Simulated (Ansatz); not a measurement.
# B2PLYP/def2-SVP run of CH4BFOSi (SMILES O=CB[SiH2]F)

What is the energy change on altering one bond length of CH4BFOSi at B2PLYP/def2-SVP? 

The results are computed with Ansatz 0.2.0.

152 further runs of the same task are left out: 152 set aside as unsound or not needed.

## 1. The structure to begin with

The species is CH4BFOSi (9 atoms), meant as a singlet with charge 0. SMILES: `O=CB[SiH2]F`. The coordinates come from a PBE0-D4/def2-TZVP relaxation. This is one conformer, not always the lowest.

Bond lengths: O1–C2 1.227 Å, C2–B3 1.522 Å, B3–Si4 2.001 Å, Si4–F5 1.610 Å, C2–H6 1.099 Å, B3–H7 1.195 Å, Si4–H8 1.489 Å, Si4–H9 1.486 Å. Some angles: O1–C2–B3 90.0°, C2–B3–Si4 120.9°, B3–Si4–F5 110.9°, O1–C2–H6 122.9°, B3–C2–H6 147.1°, C2–B3–H7 117.0°, Si4–B3–H7 122.0°, B3–Si4–H8 109.8°, B3–Si4–H9 112.6°, F5–Si4–H8 107.4°.

## 2. A single-point energy at B2PLYP/def2-SVP

Input file job.yaml:

```yaml
crystal:
  periodic: [false, false, false]
  atoms:
    - {symbol: O, position_ang: [-0.789500, 0.780400, 1.703800]}
    - {symbol: C, position_ang: [-0.128300, 1.442100, 0.910400]}
    - {symbol: B, position_ang: [0.628100, 0.188700, 0.495800]}
    - {symbol: Si, position_ang: [-0.077200, -1.007600, -0.945000]}
    - {symbol: F, position_ang: [-1.360800, -0.349200, -1.659700]}
    - {symbol: H, position_ang: [-0.262400, 2.525000, 0.778500]}
    - {symbol: H, position_ang: [1.608700, -0.084900, 1.121700]}
    - {symbol: H, position_ang: [0.964000, -1.202600, -1.991900]}
    - {symbol: H, position_ang: [-0.494200, -2.338100, -0.430900]}
basis:
  gaussian:
    orbitals: def2-SVP
hamiltonian:
  xc: {name: B2PLYP}
correlation:
  frozen_orbitals: {B: 1, C: 1, F: 1, H: 0, O: 1, Si: 5}
accuracy: high
output: {orbitals: {seedname: orbitals}}
```

Launch:

```sh
$ ansatz run job.yaml --threads 1 --pin off --max-ram 3480MiB --events-out events.jsonl --progress --plain --runs-dir runs
```

The log of the run:

```text
Warning: RAYON_NUM_THREADS=1 ignored (pool sized by the plan → 1); use --threads N
Functional definition: B2PLYP
  name "B2PLYP"
  parameter a = 0.53
  parameter c = 0.27
  exchange = (1 - a)*b88_x + a*exact_x
  correlation = (1 - c)*lyp_c + c*(mp2_os + mp2_ss)
2118 factors; integrals over basis functions are off by at most 3.7e-9 eV
mean field evaluation 1: about -14393.6363 eV, gradient 3.9e1 eV
mean field evaluation 2: about -14394.0648 eV, gradient 3.9e1 eV
mean field evaluation 4: about -14396.7318 eV, gradient 7.9e0 eV
mean field evaluation 8: about -14396.8701 eV, gradient 5.6e-1 eV
mean field evaluation 16: about -14396.8714 eV, gradient 3.0e-4 eV
mean field -14396.87138032 eV, -529.0752646768 hartree, gradient 8.5e-8 eV, S^2 0.000000; 0 other end points of the search recorded, 0 dependent functions left out
9 core orbitals not correlated: weight in the atoms' cores, before any rotation towards them, 1.000 or more for the frozen orbitals, at most 0.000 for the correlated occupied ones
reference -14396.87140647 eV, -529.0752656378 hartree; 14, 14 occupied and 71, 71 virtual orbitals, 2118 factors
second order -22.73206433 eV of doubles, -0.00000000 eV of singles
Total energy: -14403.00906384 eV, -529.3008203859 hartree
```

Wall time 14 s (1 thread of Arm Neoverse V2, shared host); peak memory 0.32 GiB.

## 3. The distorted shape at the same level

Input file run.yaml:

```yaml
crystal:
  periodic: [false, false, false]
  atoms:
    - {symbol: O, position_ang: [-0.596987, 0.681654, 1.810990]}
    - {symbol: C, position_ang: [0.064213, 1.343354, 1.017590]}
    - {symbol: B, position_ang: [0.820613, 0.089954, 0.602990]}
    - {symbol: Si, position_ang: [0.115313, -1.106346, -0.837810]}
    - {symbol: F, position_ang: [-1.360800, -0.349200, -1.659700]}
    - {symbol: H, position_ang: [-0.069887, 2.426254, 0.885690]}
    - {symbol: H, position_ang: [1.801213, -0.183646, 1.228890]}
    - {symbol: H, position_ang: [1.156513, -1.301346, -1.884710]}
    - {symbol: H, position_ang: [-0.301687, -2.436846, -0.323710]}
basis:
  gaussian:
    orbitals: def2-SVP
hamiltonian:
  xc: {name: B2PLYP}
correlation:
  frozen_orbitals: {B: 1, C: 1, F: 1, H: 0, O: 1, Si: 5}
accuracy: high
output:
  orbitals: {seedname: orbitals}
```

Launch:

```sh
$ ansatz run run.yaml --threads 1 --pin off --max-ram 3480MiB --events-out events.jsonl --progress --plain --runs-dir runs
```

The log of the run (excerpt; [...] marks lines left out):

```text
Warning: RAYON_NUM_THREADS=1 ignored (pool sized by the plan → 1); use --threads N
Functional definition: B2PLYP
  name "B2PLYP"
[...]
2109 factors; integrals over basis functions are off by at most 8.3e-9 eV
[...]
mean field -14396.29710157 eV, -529.0541603220 hartree, gradient 4.8e-8 eV, S^2 0.000000; 0 other end points of the search recorded, 0 dependent functions left out
9 core orbitals not correlated: weight in the atoms' cores, before any rotation towards them, 1.000 or more for the frozen orbitals, at most 0.000 for the correlated occupied ones
reference -14396.29712808 eV, -529.0541612962 hartree; 14, 14 occupied and 71, 71 virtual orbitals, 2109 factors
second order -23.01129624 eV of doubles, -0.00000000 eV of singles
Total energy: -14402.51017806 eV, -529.2824866718 hartree
```

Run time: 14 s. Hardware: 1 thread of Arm Neoverse V2, shared host; peak memory 0.32 GiB.

## 4. Summary of results

Level: B2PLYP/def2-SVP, 9 core orbitals frozen.

```
                                                          quantity          value
                                         first shape: total energy  -529.30082 Eh
                    first shape: HOMO energy (SCF part's orbitals)       -9.37 eV
                    first shape: LUMO energy (SCF part's orbitals)       -0.08 eV
                  first shape: HOMO–LUMO gap (SCF part's orbitals)        9.29 eV
                                     distorted shape: total energy  -529.28249 Eh
                distorted shape: HOMO energy (SCF part's orbitals)       -9.58 eV
                distorted shape: LUMO energy (SCF part's orbitals)       -0.20 eV
              distorted shape: HOMO–LUMO gap (SCF part's orbitals)        9.38 eV
energy change with the Si4–F5 bond stretched from 1.610 to 1.851 Å       0.499 eV
```

With the Si4–F5 bond stretched from 1.610 to 1.851 Å the energy rises by 0.50 eV (48.1 kJ/mol). The first shape isn't relaxed at this level, so the change isn't measured from a minimum.
